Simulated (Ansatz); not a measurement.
## Sc3InB, space group Pm-3m: a convergence test of the plane-wave cutoff, step by step

With Ansatz 0.2.0 through its Python package.

Interactive session:
```pycon
>>> import csv
>>> import ansatz as az
>>> structure = (
...     az.Lattice.cubic(4.56)
...     .space_group(221)
...     .atom("Sc", [0.0, 0.5, 0.5])
...     .atom("In", [0.0, 0.0, 0.0])
...     .atom("B", [0.5, 0.5, 0.5])
... )
>>> len(structure.resolved().sites)
5
>>> calc = (
...     structure.calculation()
...     .functional("r2SCAN")
...     .kpoints(5, 5, 5)
...     .occupations("Fermi-Dirac")
...     .forces()
...     .stress()
... )
>>> rows = []
>>> for value in [250, 350, 450, 550, 650, 750]:
...     data = calc.basis(value).run().report
...     rows.append((value, data["free_energy_ev"] / len(data["lattice"]["sites"]), data["n_iterations"], sum(data["stress_gpa"][i][i] for i in range(3)) / 3, max(abs(f) for row in data["forces_ev_ang"] for f in row), data["n_pw"]))
...
DeckWarning: basis.ecutwfc = 250 eV is below the records' recommended 500 eV, and the density's cutoff is lower with it unless basis.ecutrho_ratio is high enough to keep the records' density cutoff: compare with a run at a higher cutoff
DeckWarning: basis.ecutwfc = 350 eV is below the records' recommended 500 eV, and the density's cutoff is lower with it unless basis.ecutrho_ratio is high enough to keep the records' density cutoff: compare with a run at a higher cutoff
DeckWarning: basis.ecutwfc = 450 eV is below the records' recommended 500 eV, and the density's cutoff is lower with it unless basis.ecutrho_ratio is high enough to keep the records' density cutoff: compare with a run at a higher cutoff
>>> with open("ecut.csv", "w", newline="") as handle:
...     writer = csv.writer(handle)
...     writer.writerow(["cutoff (eV)", "F/atom (eV)", "iterations", "P (GPa)", "max component (eV/A)", "plane waves"])
...     writer.writerows([round(v, 5) if isinstance(v, float) else v for v in row] for row in rows)
...
77
>>> for row in rows[:-1]:
...     shift = 1000 * (row[1] - rows[-1][1])
...     print(f"{row[0]}: {shift:+.2f} meV/atom" + ("  (within 2 meV)" if abs(shift) < 2 else ""))
...
250: +437.04 meV/atom
350: +10.29 meV/atom
450: +3.76 meV/atom
550: +1.40 meV/atom  (within 2 meV)
650: +0.65 meV/atom  (within 2 meV)
```

File `ecut.csv` afterwards:
```csv
cutoff (eV),F/atom (eV),iterations,P (GPa),max component (eV/A),plane waves
250,-2438.07247,8,7.26911,0.0,847
350,-2438.49923,8,7.61811,0.0,1365
450,-2438.50576,8,7.58278,0.0,2103
550,-2438.50812,8,7.57825,0.0,2801
650,-2438.50887,8,7.57543,0.0,3575
750,-2438.50952,8,7.57636,0.0,4385
```

From 550 eV on it stays within 2 meV an atom of the value at 750 eV; the first row (250 eV) is off by 437.0 meV and the last but one by 0.65 meV. The energy falls steadily, as expected when plane waves are added. The pressure moves from 7.27 to 7.58 GPa (the program's stress holds a Pulay correction, so it settles early).

What to keep in mind:
- For a metal this k-point mesh is coarse: on a finer one energies can move by several to tens of meV an atom and pressures by half a GPa or more, differences at one mesh by less.
- Forces vanish by symmetry here and test nothing.
- Pressure is positive in compression.
- The starting cell is as deposited in a crystallographic database; the results hold for this polymorph, which needn't be the stable one.
- Warnings are shown shortened and without file and line.
- Shifts are counted from the last row, which is itself no proven limit.
- Wall time of the script: 31 s on 1 thread of Arm Neoverse V2 (shared host), peak memory 0.89 GiB.

(Lines on the test bed's own set-up are left out of the output.)
